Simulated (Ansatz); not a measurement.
# Al2SiO5 (Andalusite): the cost of one run

Computed with Ansatz 0.2.0 (DFT PBEsol, scalar-relativistic, plane waves, PAW).

## 1. The starting structure

Symmetry: Pnnm, No. 58, orthorhombic system. The conventional cell has a = 7.881 Å, b = 7.981 Å, c = 5.613 Å, α = 90.00°, β = 90.00°, γ = 90.00°. Al (site symmetry 2) has 6 O at 1.84 to 2.11 Å as nearest neighbours. Al (site symmetry m) has 5 O at 1.83 to 1.92 Å as nearest neighbours. Si (site symmetry m) is surrounded by 4 O at 1.63 to 1.66 Å. O (site symmetry m) has 3 Al at 1.83 to 1.84 Å as nearest neighbours. O (site symmetry m) has 1 Si at 1.66 Å and 2 Al at 1.91 Å as nearest neighbours. O (site symmetry m) has 1 Si at 1.63 Å and 2 Al at 1.86 to 1.92 Å as nearest neighbours. O (site symmetry 1) has 1 Si at 1.65 Å and 2 Al at 1.83 to 2.11 Å as nearest neighbours.

Coordinates:

```cif
data_structure
_symmetry_space_group_name_H-M 'Pnnm'
_symmetry_Int_Tables_number 58
_cell_length_a 7.8809
_cell_length_b 7.9807
_cell_length_c 5.6129
_cell_angle_alpha 90.000
_cell_angle_beta 90.000
_cell_angle_gamma 90.000
_cell_volume 353.02
loop_
_atom_site_label
_atom_site_type_symbol
_atom_site_symmetry_multiplicity
_atom_site_Wyckoff_symbol
_atom_site_fract_x
_atom_site_fract_y
_atom_site_fract_z
_atom_site_occupancy
Al1 Al 4 e 0.00000 0.00000 0.24160 1
Al2 Al 4 g 0.87070 0.36062 0.00000 1
Si1 Si 4 g 0.24583 0.25247 0.00000 1
O1 O 4 g 0.07611 0.86302 0.00000 1
O2 O 4 g 0.07596 0.86363 0.50000 1
O3 O 4 g 0.10261 0.40062 0.00000 1
O4 O 8 h 0.23084 0.13447 0.23956 1
```

It is the result of an earlier relaxation at this level (volume 11.03 Å³/atom; gap on the mesh: 4.85 eV).

## 2. The cell under PBEsol

input.yaml

```yaml
crystal:
  lattice:
    - [7.8808510282, 0.0, 0.0]
    - [0.0, 7.9807005229, 0.0]
    - [0.0, 0.0, 5.612917292]
  atoms:
    - { symbol: Al, position: [0.0, 0.0, 0.2416017172] }
    - { symbol: Al, position: [0.5, 0.5, 0.2583982828] }
    - { symbol: Al, position: [0.0, 0.0, 0.7583982828] }
    - { symbol: Al, position: [0.5, 0.5, 0.7416017172] }
    - { symbol: Al, position: [0.8707003532, 0.3606194821, 0.0] }
    - { symbol: Al, position: [0.1292996468, 0.6393805179, 0.0] }
    - { symbol: Al, position: [0.3707003532, 0.1393805179, 0.5] }
    - { symbol: Al, position: [0.6292996468, 0.8606194821, 0.5] }
    - { symbol: Si, position: [0.245827784, 0.2524705478, 0.0] }
    - { symbol: Si, position: [0.754172216, 0.7475294522, 0.0] }
    - { symbol: Si, position: [0.745827784, 0.2475294522, 0.5] }
    - { symbol: Si, position: [0.254172216, 0.7524705478, 0.5] }
    - { symbol: O, position: [0.076112024, 0.8630244097, 0.0] }
    - { symbol: O, position: [0.923887976, 0.1369755903, 0.0] }
    - { symbol: O, position: [0.576112024, 0.6369755903, 0.5] }
    - { symbol: O, position: [0.423887976, 0.3630244097, 0.5] }
    - { symbol: O, position: [0.0759617191, 0.8636309215, 0.5] }
    - { symbol: O, position: [0.9240382809, 0.1363690785, 0.5] }
    - { symbol: O, position: [0.5759617191, 0.6363690785, 0.0] }
    - { symbol: O, position: [0.4240382809, 0.3636309215, 0.0] }
    - { symbol: O, position: [0.1026107802, 0.4006240534, 0.0] }
    - { symbol: O, position: [0.8973892198, 0.5993759466, 0.0] }
    - { symbol: O, position: [0.6026107802, 0.0993759466, 0.5] }
    - { symbol: O, position: [0.3973892198, 0.9006240534, 0.5] }
    - { symbol: O, position: [0.2308351731, 0.1344692027, 0.239559142] }
    - { symbol: O, position: [0.7691648269, 0.8655307973, 0.239559142] }
    - { symbol: O, position: [0.7308351731, 0.3655307973, 0.260440858] }
    - { symbol: O, position: [0.2691648269, 0.6344692027, 0.260440858] }
    - { symbol: O, position: [0.7691648269, 0.8655307973, 0.760440858] }
    - { symbol: O, position: [0.2308351731, 0.1344692027, 0.760440858] }
    - { symbol: O, position: [0.2691648269, 0.6344692027, 0.739559142] }
    - { symbol: O, position: [0.7308351731, 0.3655307973, 0.739559142] }
basis:
  ecutwfc: 420
kpoints:
  mp_grid: { grid: [4, 4, 4] }
hamiltonian:
  xc: pbesol
scf:
  occupations: { method: gaussian, width: 0.02 }
output:
  forces: true
  stress: true
  eigenvalues: true
relax:
  adjacent_minimum: "off"
  f_tol: 0.005
  max_steps: 50
  cell: { stress_tol: 0.05 }
```

Started as:

```sh
ansatz run input.yaml --threads 8 --pin off --max-ram 22528MiB --backend cpu --events-out ev --progress --plain --runs-dir out
```

What time and memory should one allow on 8 threads of Intel Xeon 6975P-C (Granite Rapids), shared host?

About 58 s, with a peak of 2.4 GiB.
